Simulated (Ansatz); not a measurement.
# ClGaH₃NS: basis-set convergence

An exercise on one series of results from a longer session: the logs are not shown, and one member is left open.

Program: Ansatz 0.2.0, Gaussian basis. Level of theory: one geometry, several basis sets. These are calculated values, not measurements.

The runs, in order: PBE0-D4/def2-SVP; ωB97M-V/def2-SVP; PBE0-D4/def2-QZVPP; ωB97M-V/def2-QZVPP; the functionals' def2-TZVPP values are taken from earlier runs.

## The relaxed structure

The geometry comes from an earlier relaxation with PBE0-D4 in a triple-zeta def2 set; it is a stationary point, not always the lowest conformer.

SMILES `[NH2][Ga]([SH])[Cl]`, 7 atoms, charge 0, spin multiplicity 1.

Atoms are counted from 1 here; the program's logs count them from 0.

Bond lengths: N1–Ga2 1.799 Å, N1–H5 1.005 Å, N1–H6 1.005 Å, Ga2–S3 2.186 Å, Ga2–Cl4 2.141 Å, S3–H7 1.343 Å. Angles: Ga2–N1–H5 121.9°, Ga2–N1–H6 123.5°, H5–N1–H6 112.9°, N1–Ga2–S3 123.4°, N1–Ga2–Cl4 117.5°, S3–Ga2–Cl4 119.1°, Ga2–S3–H7 92.5°.

Set-up of the first run:

in.yaml reads:

```yaml
crystal:
  periodic: [false, false, false]
  atoms:
    - {symbol: N, position_ang: [-0.767415, 1.322178, -0.038913]}
    - {symbol: Ga, position_ang: [0.020467, -0.293073, -0.113690]}
    - {symbol: S, position_ang: [1.900353, -0.761901, 0.899410]}
    - {symbol: Cl, position_ang: [-0.922682, -1.797464, -1.310428]}
    - {symbol: H, position_ang: [-1.676519, 1.489393, -0.434132]}
    - {symbol: H, position_ang: [-0.465230, 2.058992, 0.574071]}
    - {symbol: H, position_ang: [1.911036, -2.018115, 0.423683]}
basis:
  gaussian: {orbitals: def2-SVP}
hamiltonian: {xc: pbe0, dispersion: d4}
output: {orbitals: {seedname: orbitals}}
```

Steps of the session up to this table: PBE0-D4 in def2-SVP; ωB97M-V in def2-SVP; PBE0-D4 in def2-QZVPP; ωB97M-V in def2-QZVPP.

One of the session's tables, all rows but one given; the rest of the session is left out.

It belongs to the step «Density functionals: the series». 

```
functional       basis  HOMO (eV)
   PBE0-D4    def2-SVP      -7.39
   PBE0-D4  def2-TZVPP      -7.60
   PBE0-D4  def2-QZVPP      -7.65
   ωB97M-V    def2-SVP      -9.61
   ωB97M-V  def2-TZVPP      -9.85
   ωB97M-V  def2-QZVPP          ?
```

Estimate the missing values for ωB97M-V, def2-QZVPP.

**Answer.** HOMO (eV): -9.91. In the column «HOMO (eV)» it is the lowest.
